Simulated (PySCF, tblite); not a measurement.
# C3H5F3SSi: geometry, infrared bands and NMR shifts

What infrared bands and NMR shifts should C3H5F3SSi (`CC(=S)[SiH2]C(F)(F)F`) show?

The runs use tblite 0.8.0 and PySCF 2.14.0, with density-fitted response routines of our own; the level of theory stands in each step. All values are computed, except where a source is named. Atoms are numbered from 0 throughout.

## Step 1: Starting geometry

13 atoms, charge 0, multiplicity 1; geometry from: force field or distance geometry start.

Bonds of the start (Å): C0–C1 1.50, C1–S2 1.44, C1–Si3 1.83, Si3–C4 1.88, C4–F5 1.38, C4–F6 1.38, C4–F7 1.36, C0–H8 1.11, C0–H9 1.10, C0–H10 1.09, Si3–H11 1.44, Si3–H12 1.48.

## Step 2: Geometry optimisation with GFN2-xTB

What the job is given:

```
{"job": {"kind": "relax", "xc": "GFN2-xTB", "basis": "xTB"}, "charge": 0, "multiplicity": 1}
C      1.866600     0.606700     0.299700
C      0.936200    -0.565800     0.287800
S      1.275200    -1.653900     1.171800
Si    -0.539500    -0.599700    -0.800300
C     -1.923800     0.244500     0.145500
F     -1.447000     0.722400     1.352900
F     -2.391600     1.315000    -0.594900
F     -2.913300    -0.675500     0.290900
H      1.593800     1.302200     1.114300
H      2.867300     0.219600     0.531900
H      1.876300     1.031900    -0.700100
H     -0.328900     0.070000    -2.063300
H     -0.875700    -2.016800    -1.053900
```

The run is started by

```bash
OMP_NUM_THREADS=1 python probes_run.py task.json out
```

One launch serves the whole session: the jobs run in the order shown.

**Question.** This job is followed by: GFN2-xTB harmonic vibrations, gas phase; GIAO PBE0/pcSseg-1 NMR shielding, non-relativistic, gas phase. What will the session give for the following? strongest single infrared mode (GFN2-xTB); zero-point energy (GFN2-xTB); ¹³C shifts against TMS (PBE0/pcSseg-1); ¹H shifts against TMS (PBE0/pcSseg-1, means over atoms taken as alike); ³³S shifts against CS2 (PBE0/pcSseg-1); ²⁹Si shifts against TMS (PBE0/pcSseg-1); ¹⁹F shifts against CFCl3 (PBE0/pcSseg-1, means over atoms taken as alike).

The runs gave:

| quantity | value |
| --- | --- |
| strongest single infrared mode (GFN2-xTB) | 708 cm⁻¹, 268 km/mol |
| zero-point energy (GFN2-xTB) | 45.6 kcal/mol |
| ¹³C shifts against TMS (PBE0/pcSseg-1) | 322.3, 138.5, 55.7 ppm |
| ¹H shifts against TMS (PBE0/pcSseg-1, means over atoms taken as alike) | 4.44, 3.88 ppm |
| ³³S shifts against CS2 (PBE0/pcSseg-1) | 1425 ppm |
| ²⁹Si shifts against TMS (PBE0/pcSseg-1) | -73.2 ppm |
| ¹⁹F shifts against CFCl3 (PBE0/pcSseg-1, means over atoms taken as alike) | -73.8 ppm |

The optimisation took 245 steps and gained 1.609 eV; among the close pairs (by a distance rule), C1–S2 changed most, from 1.442 to 1.631 Å. All 33 modes are real, so the xTB geometry is a minimum. The strongest single mode, at 708 cm⁻¹, moves mainly H11 and H12. GFN2-xTB is a fitted tight-binding method: band positions and strengths are rough. Its intensities can rank the bands wrongly. C1 (thiocarbonyl carbon) lies farthest downfield among carbon, at 322.3 ppm; low-lying n→π* states of the double bond to the heteroatom give a large paramagnetic term (-397 ppm). At PBE0/pcSseg-1: The widest tensor belongs to S2: span 3415 ppm, with a paramagnetic part of -1978 ppm.
